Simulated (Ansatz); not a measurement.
# La2PI2: the cost of one run

Program: Ansatz 0.2.0. Level of theory: DFT PBEsol, scalar-relativistic, plane waves, PAW. These are calculated values, not measurements.

1 further run of the same task is left out (set aside as unsound or not needed). Runs told in other sessions of the task aren't counted.

### 1 The structure to begin with

The cell holds 19 atoms (I8La8P3): a = 8.545 Å, b = 8.545 Å, c = 10.967 Å, α = 90.00°, β = 90.00°, γ = 120.00°.

The coordinates of this cell stand in the input of its own run.

The host was relaxed before at PBEsol: a = 4.272 Å, b = 4.272 Å, c = 10.967 Å, α = 90.00°, β = 90.00°, γ = 120.00° (conventional cell), 34.674 Å³/atom.

Places, in fractions of the supercell: a vacancy on P at (0.500, 0.000, 0.000). Its neighbours start displaced at random, with a spread of 0.03 Å in each coordinate.

### 2 The perfect crystal in the supercell of 20 atoms

File input.yaml:

```yaml
crystal:
  lattice:
    - [4.2723812092, 7.3999813123, 0.0]
    - [-8.5447624086, 5.7e-09, 0.0]
    - [0.0, 0.0, 10.967287447]
  atoms:
    - { symbol: I, position: [0.1666666667, 0.3333333333, 0.6615565455] }
    - { symbol: I, position: [0.1666666667, 0.8333333333, 0.6615565455] }
    - { symbol: I, position: [0.6666666667, 0.3333333333, 0.6615565455] }
    - { symbol: I, position: [0.6666666667, 0.8333333333, 0.6615565455] }
    - { symbol: I, position: [0.3333333333, 0.6666666667, 0.3384434545] }
    - { symbol: I, position: [0.3333333333, 0.1666666667, 0.3384434545] }
    - { symbol: I, position: [0.8333333333, 0.6666666667, 0.3384434545] }
    - { symbol: I, position: [0.8333333333, 0.1666666667, 0.3384434545] }
    - { symbol: La, position: [0.3333333333, 0.6666666667, 0.8538609787] }
    - { symbol: La, position: [0.3333333333, 0.1666666667, 0.8538609787] }
    - { symbol: La, position: [0.8333333333, 0.6666666667, 0.8538609787] }
    - { symbol: La, position: [0.8333333333, 0.1666666667, 0.8538609787] }
    - { symbol: La, position: [0.1666666667, 0.3333333333, 0.1461390213] }
    - { symbol: La, position: [0.1666666667, 0.8333333333, 0.1461390213] }
    - { symbol: La, position: [0.6666666667, 0.3333333333, 0.1461390213] }
    - { symbol: La, position: [0.6666666667, 0.8333333333, 0.1461390213] }
    - { symbol: P, position: [0.5, 0.0, 0.0] }
    - { symbol: P, position: [0.5, 0.5, 0.0] }
    - { symbol: P, position: [0.0, 0.0, 0.0] }
    - { symbol: P, position: [0.0, 0.5, 0.0] }
basis:
  ecutwfc: 420
  xc_grid: 2
kpoints:
  mp_grid: { grid: [3, 3, 2], shift: [0.0, 0.0, 0.5] }
hamiltonian:
  xc: pbesol
scf:
  occupations: { method: gaussian, width: 0.05 }
output:
  forces: true
  stress: true
  eigenvalues: true
  write_density: true
  write_potential: true
  elf: true
  volumetric_format: npy
```

Started as:

```bash
> ansatz run input.yaml --threads 8 --pin off --max-ram 14336MiB --backend cpu --events-out ev --progress --plain --runs-dir out
```

**Question.** How long does this run take on 8 threads of AMD EPYC 9R45 (Zen 5), shared host, and how much memory does it need?

About 2.6 s, with a peak of 2.4 GiB.
